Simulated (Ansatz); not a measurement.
## Mg5Sc, space group P-62m: an equation of state with a fit, step by step

With the Ansatz DFT code, driven from Python.

Run as a notebook:

In [1]:
```python
from dataclasses import dataclass
import warnings

import ansatz as az
from ase.eos import EquationOfState
from ase.units import GPa
import numpy as np
```

In [2]:
```python
@dataclass
class RunConfig:
    xc: str = "pbesol"
    filling: str = "fermi_dirac"
    cutoff: int = 500
    kgrid: tuple[int, ...] = (5, 5, 5)
```

In [3]:
```python
opts = RunConfig()
```

In [4]:
```python
vectors0 = np.array([
    [5.571989, 0.0, 0.0],
    [-2.785995, 4.825484, 0.0],
    [0.0, 0.0, 5.105899],
])
sites = [
    ("Mg", (0.0, 0.657543, 0.0)),
    ("Mg", (1 / 3, 2 / 3, 0.5)),
    ("Mg", (0.657543, 0.0, 0.0)),
    ("Mg", (2 / 3, 1 / 3, 0.5)),
    ("Mg", (0.342457, 0.342457, 0.0)),
    ("Sc", (0.0, 0.0, 0.5)),
]
```

In [5]:
```python
def build(cell):
    crystal = az.Crystal(lattice=az.Lattice.of(cell))
    for symbol, position in sites:
        crystal = crystal.atom(symbol, position)
    return crystal
```

In [6]:
```python
warnings.simplefilter("ignore", az.DeckWarning)
```

In [7]:
```python
# scale the volume, keep shape and fractions
volumes, energies, pressures = [], [], []
for scale in np.linspace(0.94, 1.06, 7):
    cell = vectors0 * scale ** (1 / 3)
    job = (
        build(cell).calculation()
        .functional(opts.xc)
        .pseudopotentials("paw")
        .occupations(opts.filling)
        .basis(opts.cutoff)
        .kpoints(*opts.kgrid)
        .stress()
    )
    r = job.run(threads=1, pin="off").report
    volumes.append(abs(np.linalg.det(cell)) / len(sites))
    energies.append(r["free_energy_ev"] / len(sites))
    pressures.append(np.trace(r["stress_gpa"]) / 3)
    print(f"V = {volumes[-1]:8.4f} A^3/atom  F = {energies[-1]:.5f} eV/atom  P = {pressures[-1]:8.3f} GPa")
```
```text
V =  21.5080 A^3/atom  F = -1945.25770 eV/atom  P =    2.377 GPa
V =  21.9656 A^3/atom  F = -1945.26301 eV/atom  P =    1.362 GPa
V =  22.4232 A^3/atom  F = -1945.26557 eV/atom  P =    0.442 GPa
V =  22.8808 A^3/atom  F = -1945.26562 eV/atom  P =   -0.393 GPa
V =  23.3385 A^3/atom  F = -1945.26339 eV/atom  P =   -1.151 GPa
V =  23.7961 A^3/atom  F = -1945.25911 eV/atom  P =   -1.839 GPa
V =  24.2537 A^3/atom  F = -1945.25295 eV/atom  P =   -2.463 GPa
```

In [8]:
```python
eos = EquationOfState(volumes, energies, eos="murnaghan")
v0, e0, bulk = eos.fit()
print(f"V0 = {v0:.4f} A^3/atom, E0 = {e0:.5f} eV/atom, B = {bulk / GPa:.1f} GPa")
eos.plot("eos.png")
```
```text
V0 = 22.6594 A^3/atom, E0 = -1945.26589 eV/atom, B = 41.2 GPa
```
Out [8]:
```text
<Axes: title={'center': 'murnaghan: E: -1945.266 eV, V: 22.659 Å$^3$, B: 41.217 GPa'}, xlabel='volume [Å$^3$]', ylabel='energy [eV]'>
```

A third-order Birch-Murnaghan fit through the 7 points has its minimum at 22.66 Å³ an atom, 1.0 % below the typed cell, with a bulk modulus of 41 GPa and dB/dP = 3.8. From that minimum the energy rises by 8.2 meV an atom on the compressed side and 12.9 meV on the expanded side.

Caveats:
- Absolute energies stand on the zero of these potentials, so only differences at equal settings mean something.
- Shape and fractional positions are held along the curve, so the bulk modulus is an upper value where they are free to relax, by a factor of two or more in layered or hydrogen-bonded cells.
- For a metal this k-point mesh is coarse: on a finer one energies can move by several to tens of meV an atom and pressures by half a GPa or more, differences at one mesh by less.
- Pressure is positive in compression.
- This cell is a computed structure, which may not be the phase found in nature.
- Finished in 42 s on 1 thread of Arm Neoverse V1, with other jobs on the host, peak memory 0.45 GiB.
